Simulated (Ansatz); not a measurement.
# C2H5FOSi: up Jacob's ladder to CCSD(T)

One table from this session's results is given with a row withheld; the runs are named, their logs left out.

Method: functionals in def2-TZVPP, the program's frozen cores in correlated methods; program: Ansatz 0.2.0, Gaussian basis.

The runs, in order: LDA (SPW92), PBE-D4, revPBE-D4, BLYP-D4, r2SCAN-D4, B97M-V, PBE0-D4, B3LYP-D4, r2SCANh-D4, r2SCAN0-D4, HSE06-D4, BHLYP-D4, CAM-B3LYP-D4, LC-ωPBE, ωB97X-V, ωB97M-V, B2PLYP, PBE-QIDH; CCSD(T)/def2-SVP; CCSD(T)/def2-TZVPP; MP2/def2-QZVPP; extrapolation to the limit; RPA on PBE.

**Structure used throughout**

The geometry comes from an earlier relaxation with PBE0-D4 in a triple-zeta def2 set; it is a stationary point, not always the lowest conformer.

SMILES `FC1CO[SiH2]1`, 10 atoms, charge 0, spin multiplicity 1.

Atoms are counted from 1 here; the program's logs count them from 0.

Bond lengths: F1–C2 1.381 Å, C2–C3 1.541 Å, C2–Si5 1.901 Å, C2–H6 1.092 Å, C3–O4 1.445 Å, C3–H7 1.094 Å, C3–H8 1.093 Å, O4–Si5 1.668 Å, Si5–H9 1.486 Å, Si5–H10 1.485 Å. Angles: F1–C2–C3 113.3°, F1–C2–Si5 118.4°, F1–C2–H6 108.1°, C3–C2–Si5 82.8°, C3–C2–H6 113.6°, Si5–C2–H6 118.8°, C2–C3–O4 101.7°, C2–C3–H7 110.5°, C2–C3–H8 114.4°, O4–C3–H7 110.9°, O4–C3–H8 109.6°, H7–C3–H8 109.6°, C3–O4–Si5 94.5°, C2–Si5–O4 80.7°, C2–Si5–H9 119.5°, C2–Si5–H10 116.1°, O4–Si5–H9 113.6°, O4–Si5–H10 115.1° and more.

The first run:

in.yaml reads:

```yaml
crystal:
  periodic: [false, false, false]
  atoms:
    - {symbol: F, position_ang: [-1.820442, -0.327824, -0.810927]}
    - {symbol: C, position_ang: [-0.876057, -0.083056, 0.166904]}
    - {symbol: C, position_ang: [0.290658, -1.089798, 0.153307]}
    - {symbol: O, position_ang: [1.429882, -0.216350, -0.011946]}
    - {symbol: Si, position_ang: [0.510319, 1.162132, -0.206804]}
    - {symbol: H, position_ang: [-1.390485, -0.023790, 1.127827]}
    - {symbol: H, position_ang: [0.197314, -1.773360, -0.695478]}
    - {symbol: H, position_ang: [0.400793, -1.665085, 1.076040]}
    - {symbol: H, position_ang: [0.820808, 2.228653, 0.780427]}
    - {symbol: H, position_ang: [0.520210, 1.737278, -1.576348]}
basis:
  gaussian: {orbitals: def2-TZVPP}
hamiltonian: {xc: lda}
output: {orbitals: {seedname: orbitals}}
```

Among the steps run: LDA; PBE-D4 (GGA); revPBE-D4 (GGA); BLYP-D4 (GGA); r2SCAN-D4 (meta-GGA); B97M-V (meta-GGA); PBE0-D4 (hybrid); B3LYP-D4 (hybrid); r2SCANh-D4 (hybrid); r2SCAN0-D4 (hybrid); HSE06-D4 (hybrid); BHLYP-D4 (hybrid); CAM-B3LYP-D4 (range-separated); LC-ωPBE (range-separated); ωB97X-V (range-separated); ωB97M-V (range-separated); B2PLYP (double hybrid); PBE-QIDH (double hybrid).

One of the session's tables, all rows but one given; the rest of the session is left out.

It belongs to the step «Frontier levels by functional». 

| functional | HOMO (eV) | gap (eV) |
| --- | --- | --- |
| LDA (SPW92) | -6.74 | 5.12 |
| PBE-D4 | -6.63 | 5.26 |
| revPBE-D4 | ? | ? |
| BLYP-D4 | -6.55 | 5.31 |
| r2SCAN-D4 | -6.94 | 5.95 |
| B97M-V | -7.08 | 5.91 |
| PBE0-D4 | -8.11 | 7.63 |
| B3LYP-D4 | -7.90 | 7.19 |
| r2SCANh-D4 | -7.49 | 6.80 |
| r2SCAN0-D4 | -8.31 | 8.06 |
| HSE06-D4 | -7.70 | 6.85 |
| BHLYP-D4 | -9.50 | 9.89 |
| CAM-B3LYP-D4 | -9.54 | 10.04 |
| LC-ωPBE | -10.85 | 12.56 |
| ωB97X-V | -10.52 | 12.08 |
| ωB97M-V | -10.40 | 11.62 |

**Question.** Estimate the row for revPBE-D4.

The run gave: HOMO (eV): -6.58; gap (eV): 5.32. In the column «HOMO (eV)» it lies between PBE-D4 (-6.63) and BLYP-D4 (-6.55).
